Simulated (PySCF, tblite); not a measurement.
# C6H14BN: geometry, infrared bands and NMR shifts

Aim: predict the infrared bands and NMR shifts of C6H14BN (`CC[C@@H]1[BH2-][NH2+]C12CC2`).

Programs: tblite 0.8.0 and PySCF 2.14.0, with density-fitted response routines of our own. Each step states its level of theory. These are calculated values for one molecule in the gas phase, unless marked as measured. Atoms count from 0, in the outputs and in this text.

### 1 The starting structure

22 atoms, charge 0, multiplicity 1; geometry from: force field or distance geometry start.

Bonds of the start (Å): C0–C1 1.54, C1–C2 1.53, C2–B3 1.62, B3–N4 1.54, N4–C5 1.45, C5–C6 1.51, C6–C7 1.53, C5–C2 1.53, C7–C5 1.51, C0–H8 1.11, C0–H9 1.11, C0–H10 1.11, C1–H11 1.10, C1–H12 1.11, C2–H13 1.11, B3–H14 1.20, B3–H15 1.18, N4–H16 1.04, N4–H17 1.05, C6–H18 1.11, C6–H19 1.12, C7–H20 1.11, C7–H21 1.12.

### 2 Geometry optimisation with GFN2-xTB

Job settings and geometry (Å):

```
{"job": {"kind": "relax", "xc": "GFN2-xTB", "basis": "xTB"}, "charge": 0, "multiplicity": 1}
C      2.807900     0.062500     0.472000
C      1.471200     0.588800    -0.092500
C      0.294700    -0.187700     0.511800
B      0.004300    -1.628500    -0.173000
N     -1.326400    -1.162200    -0.793100
C     -1.030600     0.117800    -0.181400
C     -2.147900     0.809600     0.570700
C     -1.572300     1.423500    -0.712200
H      3.642300     0.657300     0.054100
H      2.942700    -1.000500     0.198400
H      2.812800     0.158000     1.578000
H      1.484800     0.509100    -1.191600
H      1.373600     1.658600     0.198800
H      0.225100    -0.178900     1.615600
H     -0.179900    -2.475700     0.657900
H      0.803900    -1.940000    -0.984000
H     -2.157400    -1.639300    -0.387700
H     -1.279000    -1.118000    -1.844000
H     -3.164700     0.380100     0.448000
H     -1.840400     1.360700     1.495100
H     -0.935000     2.311500    -0.545600
H     -2.240100     1.312800    -1.600900
```

Launch:

```bash
$ OMP_NUM_THREADS=1 python probes_run.py task.json out
```

One launch serves the whole session: the jobs run in the order shown.

**Question.** This job is followed by: GFN2-xTB harmonic vibrations, gas phase; GIAO PBE0/pcSseg-1 NMR shielding, non-relativistic, gas phase. What will the session give for the following? strongest single infrared mode (GFN2-xTB); zero-point energy (GFN2-xTB); 13C shifts against TMS (PBE0/pcSseg-1); 1H shifts against TMS (PBE0/pcSseg-1, means over atoms taken as alike); 11B shifts against BF3·OEt2 (PBE0/pcSseg-1); 15N shifts against NH3 (PBE0/pcSseg-1); surface potential, 1st and 99th percentile.

As calculated:

| quantity | value |
| --- | --- |
| strongest single infrared mode (GFN2-xTB) | 2508 cm⁻¹, 215 km/mol |
| zero-point energy (GFN2-xTB) | 121.5 kcal/mol |
| 13C shifts against TMS (PBE0/pcSseg-1) | 43.6, 32.5, 29.8, 20.9, 14.8, 14.6 ppm |
| 1H shifts against TMS (PBE0/pcSseg-1, means over atoms taken as alike) | 3.29, 2.89, 2.89, 2.61, 1.37, 1.33, 1.08, 1.07, 0.93, 0.78, 0.69, 0.21 ppm |
| 11B shifts against BF3·OEt2 (PBE0/pcSseg-1) | -14.4 ppm |
| 15N shifts against NH3 (PBE0/pcSseg-1) | 59.4 ppm |
| surface potential, 1st and 99th percentile | -1.35 V and 2.19 V |

What this shows: The optimisation took 41 steps and gained 0.691 eV; among the close pairs (by a distance rule), B3–N4 changed most, from 1.540 to 1.673 Å. No mode is imaginary among the 60: a minimum at this level. Unscaled tight-binding wavenumbers are off by several per cent, some by more. Its intensities can rank the bands wrongly. At PBE0/pcSseg-1: The largest span, 101 ppm, is at C5, where the paramagnetic term is -105 ppm.
